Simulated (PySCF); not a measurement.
# C3H4F2Si: the cost of one run

Computed with PySCF 2.14.0, with density-fitted response routines of our own, on a single molecule in the gas phase. Atoms are numbered from 0 throughout.

### 1 Starting geometry

10 atoms, charge 0, multiplicity 1; geometry from: GFN2-xTB. The atoms were then displaced at random by about 0.01 Å, so the start is not that level's minimum.

Bonds of the start (Å): F0–C1 1.35, C1–F2 1.35, C1–C3 1.42, C3–C4 1.24, C4–Si5 1.86, C1–H6 1.10, Si5–H7 1.46, Si5–H8 1.46, Si5–H9 1.48.

### 2 Relaxing the molecule at PBE0-D3(BJ)/def2-SVP

What the job is given:

```
{"job": {"xc": "PBE0", "basis": "def2-SVP", "d3": "d3bj", "grid": 1, "shake": 0.01, "kind": "geom"}, "charge": 0, "multiplicity": 1}
F      2.845340     0.787710    -0.144560
C      2.145290    -0.368740    -0.071080
F      2.662980    -1.039160     0.976850
C      0.756300    -0.144110     0.105480
C     -0.453210     0.044480     0.278840
Si    -2.265480     0.360350     0.558010
H      2.384840    -0.943880    -0.983210
H     -2.952080    -0.230160    -0.581720
H     -2.447640     1.809940     0.640190
H     -2.625900    -0.297370     1.828900
```

Run with:

```sh
$ OMP_NUM_THREADS=1 python probes_run.py task.json out
```

This one command runs all jobs of the session in turn.

**Question.** How long does this first job take on 1 thread of Arm Neoverse V1, shared host, and how much memory does it need?

About 30 s, with a peak of 0.42 GiB.
